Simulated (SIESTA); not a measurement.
# TiO under changes of volume

One of the cells (9.998 Å³/atom); the others are scaled copies at fixed shape and fractional positions:

```
CELL_PARAMETERS angstrom
2.87049 0.00000 0.00000
-1.43525 2.48592 0.00000
0.00000 0.00000 5.60437
ATOMIC_POSITIONS crystal
Ti 0.66667 0.33333 0.75000
Ti 0.33333 0.66667 0.25000
O 0.00000 0.00000 0.50000
O 0.00000 0.00000 0.00000
```

The cell comes from a database or a generator and needn't be the stable form of this composition.

| Quantity | Value |
| --- | --- |
| Program | SIESTA 5.4.2 |
| Functional | PBEsol |
| Potentials or basis | PseudoDojo 0.4 standard (PBEsol files) |
| Basis | DZP (energy shift 0.003 Ry; two zetas on semicore shells) |
| Grid cutoff | 800 Ry |
| Energy shift | 0.003 Ry |
| k mesh | 11 × 11 × 5 |
| Occupations | fermi-dirac, width 0.05 eV |
| Spin | no spin polarisation |

```tsv
volume (Å³/atom)	energy over the lowest point (meV/atom)	pressure (GPa)
9.214	?	?
9.410	0.00	1.8
9.606	0.94	-3.3
9.998	19.96	-11.9
10.194	36.79	-15.6
10.390	57.92	-18.9
```

Q: What does the run at 9.214 Å³/atom give?

A: Energy over the lowest point 5.48 meV/atom; pressure 7.4 GPa.

Worked out: A Birch-Murnaghan fit of order 3 (a polynomial in V^(-2/3)) to the other rows has its minimum at 9.48 Å³/atom with B0 = V·E''(V) = 251 GPa and B' = 4.4 at fixed shape and positions, which overstates the stiffness. It gives 5.64 meV/atom at 9.214 Å³/atom, against the run's 5.48, and -dE/dV = 7.5 GPa, against 7.4.

Energies are extrapolated to zero smearing.

Caveats: the basis of atomic orbitals isn't converged, which shifts pressures, moduli and gaps.
